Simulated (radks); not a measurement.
# Valence configurations of In

NIST gives [Kr] 4d10 5s2 5p1 as the ground configuration of In. Does this level of theory agree? Several fillings of the valence shells are run.

Program: radks (a radial shooting solver on a logarithmic mesh, Libxc functionals) version 1. Level of theory: Dirac Kohn-Sham, PBE, spin-unpolarised, spherical densities, point nucleus; open shells fill j = l - 1/2 first. These are calculated values, not measurements, unless marked.

**1. The system**

```
element       : indium (Z = 49)
charge        : 0
electrons     : 49
configuration : [Kr] 4d10 5s2 5p1
others tried  : 4d9 5s2 5p2; 4d10 5s1 5p2; 4d10 5p3; 4d10 5s1.5 5p1.5; 4d9 5s1.5 5p2.5; 4d9 5p4; 4d9.5 5s1.5 5p2; 4d9 5s1 5p3; 4d8 5p5
```

**2. [Kr] 4d10 5s2 5p1**

Settings of this run:

```text
Z 49
configuration [Kr] 4d10 5s2 5p1
relativity Dirac
functional pbe,pbe
spin unpolarised
j_filling energy
nucleus point
c 137.035999084
```

**3. [Kr] 4d9 5s2 5p2**

Changes since step 2:

```diff
@@ -1,3 +1,3 @@
 Z 49
-configuration [Kr] 4d10 5s2 5p1
+configuration [Kr] 4d9 5s2 5p2
 relativity Dirac
```

**4. [Kr] 4d10 5s1 5p2**

Changes since step 3:

```diff
@@ -1,3 +1,3 @@
 Z 49
-configuration [Kr] 4d9 5s2 5p2
+configuration [Kr] 4d10 5s1 5p2
 relativity Dirac
```

**5. [Kr] 4d10 5p3**

Changes since step 4:

```diff
@@ -1,3 +1,3 @@
 Z 49
-configuration [Kr] 4d10 5s1 5p2
+configuration [Kr] 4d10 5p3
 relativity Dirac
```

**6. [Kr] 4d10 5s1.5 5p1.5**

Changes since step 5:

```diff
@@ -1,3 +1,3 @@
 Z 49
-configuration [Kr] 4d10 5p3
+configuration [Kr] 4d10 5s1.5 5p1.5
 relativity Dirac
```

**7. [Kr] 4d9 5s1.5 5p2.5**

Settings of this run:

```text
Z 49
configuration [Kr] 4d9 5s1.5 5p2.5
relativity Dirac
functional pbe,pbe
spin unpolarised
j_filling energy
nucleus point
c 137.035999084
```

**8. [Kr] 4d9 5p4**

Changes since step 7:

```diff
@@ -1,3 +1,3 @@
 Z 49
-configuration [Kr] 4d9 5s1.5 5p2.5
+configuration [Kr] 4d9 5p4
 relativity Dirac
```

**9. [Kr] 4d9.5 5s1.5 5p2**

Changes since step 8:

```diff
@@ -1,3 +1,3 @@
 Z 49
-configuration [Kr] 4d9 5p4
+configuration [Kr] 4d9.5 5s1.5 5p2
 relativity Dirac
```

**10. [Kr] 4d9 5s1 5p3**

Changes since step 9:

```diff
@@ -1,3 +1,3 @@
 Z 49
-configuration [Kr] 4d9.5 5s1.5 5p2
+configuration [Kr] 4d9 5s1 5p3
 relativity Dirac
```

**11. [Kr] 4d8 5p5**

Changes since step 10:

```diff
@@ -1,3 +1,3 @@
 Z 49
-configuration [Kr] 4d9 5s1 5p3
+configuration [Kr] 4d8 5p5
 relativity Dirac
```

Q: Predict the outcome of this session. Wanted: for each run, valence; E − E(NIST configuration); highest level; its energy; 1s shift.

As calculated:

| valence | E − E(NIST configuration) (eV) | highest level | its energy (eV) | 1s shift (eV) |
| --- | --- | --- | --- | --- |
| 4d10 5s2 5p1 | 0.000 | 5p1/2 | -2.641 | +0.00 |
| 4d10 5s1.5 5p1.5 | 2.759 | 5p1/2 | -2.984 | -0.79 |
| 4d10 5s1 5p2 | 5.579 | 5p1/2 | -3.303 | -1.54 |
| 4d9.5 5s1.5 5p2 | 11.220 | 5p1/2 | -3.551 | -4.22 |
| 4d10 5p3 | 11.747 | 5p3/2 | -3.620 | -3.17 |
| 4d9 5s2 5p2 | 17.572 | 5p1/2 | -3.806 | -7.00 |
| 4d9 5s1.5 5p2.5 | 20.933 | 5p3/2 | -3.727 | -7.82 |
| 4d9 5s1 5p3 | 24.357 | 5p3/2 | -4.037 | -8.60 |
| 4d9 5p4 | 31.381 | 5p3/2 | -4.614 | -10.10 |
| 4d8 5p5 | 55.296 | 5p3/2 | -5.580 | -17.32 |

The NIST configuration is the lowest of those tried, 2.759 eV under 4d10 5s1.5 5p1.5. The energies are those of spherical spin-averaged densities, not of single terms. The 1s eigenvalue shifts by up to 17.32 eV as the valence charge is rearranged.
